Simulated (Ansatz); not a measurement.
Runs of Ansatz 0.2.0 on SbS. The cell holds a sheet with vacuum, 2 atoms: a = 3.820 Å, b = 3.820 Å, c = 23.800 Å, α = 90.00°, β = 90.00°, γ = 90.00°. The cell was built by a generator and needn't be a form met in nature.

```csv
task,level,cutoff (eV),basis error allowed,gap on the mesh (eV),work function (eV)
single point,PBE,209,0.001 eV/atom,none,4.65
projected density of states,PBE,192,0.002 eV/atom,-,4.65
single point,LDA,193,0.002 eV/atom,none,(a)
single point,PBE,192,0.002 eV/atom,none,4.65
single point,PBEsol,192,0.002 eV/atom,none,4.72
```

Alike in all rows: potentials or basis all-electron LAPW, scalar-relativistic; no spin polarisation; cell as given; k mesh 7 × 7 × 1; smearing fermi-dirac 0.05 eV.

Problem. Fill in the values left out.

Solution. (a) 4.91.

Caveats: spin-orbit coupling is left out, which moves the levels of the heavy elements (some runs); the density of states is complete only up to the lowest level of the last band computed (some runs).

A k mesh can miss the band edges, and the runs leave out spin-orbit coupling on Sb.

A gap of «none» marks a metal or a gap under the smearing width.
